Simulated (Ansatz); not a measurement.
# CoCuC4N4: the cost of one run

Program: Ansatz 0.2.0. Level of theory: DFT PBE, scalar-relativistic, plane waves, PAW. These are calculated values, not measurements.

## Step 1: Starting point

It takes space group P4/mmm (No. 123, tetragonal). Conventional cell: a = 7.205 Å, b = 7.205 Å, c = 3.320 Å, α = 90.00°, β = 90.00°, γ = 90.00°. Co (site symmetry 4/mmm) is surrounded by 4 N at 2.01 Å. Around Cu (site symmetry 4/mmm) lie 4 C at 1.92 Å. Around C (site symmetry m2m) lie 1 N at 1.17 Å and 1 Cu at 1.92 Å. N (site symmetry m2m) has 1 C at 1.17 Å and 1 Co at 2.01 Å in its first shell of neighbours.

Coordinates:

```cif
data_structure
_symmetry_space_group_name_H-M 'P 1'
_symmetry_Int_Tables_number 1
_cell_length_a 7.2047
_cell_length_b 7.2047
_cell_length_c 3.3200
_cell_angle_alpha 90.000
_cell_angle_beta 90.000
_cell_angle_gamma 90.000
_cell_volume 172.33
loop_
_atom_site_label
_atom_site_type_symbol
_atom_site_fract_x
_atom_site_fract_y
_atom_site_fract_z
_atom_site_occupancy
Co1 Co 0.50000 0.50000 0.00000 1
Cu1 Cu 0.00000 0.00000 0.00000 1
C1 C 0.18814 0.81186 0.00000 1
C2 C 0.81186 0.18814 0.00000 1
C3 C 0.18814 0.18814 0.00000 1
C4 C 0.81186 0.81186 0.00000 1
N1 N 0.30297 0.69703 0.00000 1
N2 N 0.69703 0.30297 0.00000 1
N3 N 0.30297 0.30297 0.00000 1
N4 N 0.69703 0.69703 0.00000 1
```

The cell is invented: stacked square cyanide-bridged sheets (P4/mmm, No. 123). The dimensions are guesses.

## Step 2: The guess as it stands, on a coarse mesh

Input file input.yaml:

```yaml
crystal:
  lattice:
    - [7.20471099, 0.0, 0.0]
    - [0.0, 7.20471099, 0.0]
    - [0.0, 0.0, 3.31995093]
  atoms:
    - { symbol: Co, position: [0.5, 0.5, 0.0], spin: -3.0 }
    - { symbol: Cu, position: [0.0, 0.0, 0.0], spin: 1.0 }
    - { symbol: C, position: [0.18814408, 0.81185592, 0.0] }
    - { symbol: C, position: [0.81185592, 0.18814408, 0.0] }
    - { symbol: C, position: [0.18814408, 0.18814408, 0.0] }
    - { symbol: C, position: [0.81185592, 0.81185592, 0.0] }
    - { symbol: "N", position: [0.3029738, 0.6970262, 0.0] }
    - { symbol: "N", position: [0.6970262, 0.3029738, 0.0] }
    - { symbol: "N", position: [0.3029738, 0.3029738, 0.0] }
    - { symbol: "N", position: [0.6970262, 0.6970262, 0.0] }
basis:
  ecutwfc: 420
kpoints:
  mp_grid: { grid: [4, 4, 6] }
hamiltonian:
  xc: pbe
scf:
  occupations: { method: gaussian, width: 0.1 }
  lower_state_search: "off"
output:
  forces: true
  stress: true
  eigenvalues: true
  populations: true
magnetization:
  spin_polarized: true
```

Launch:

```sh
> ansatz run input.yaml --threads 1 --pin off --max-ram 2560MiB --backend cpu --events-out ev --progress --plain --runs-dir out
```

**Question.** How long does this run take on 1 thread of Intel Xeon Platinum 8175M at 2.50GHz (Skylake/Cascade Lake), shared host, and how much memory does it need?

About 86 s, with a peak of 0.65 GiB.
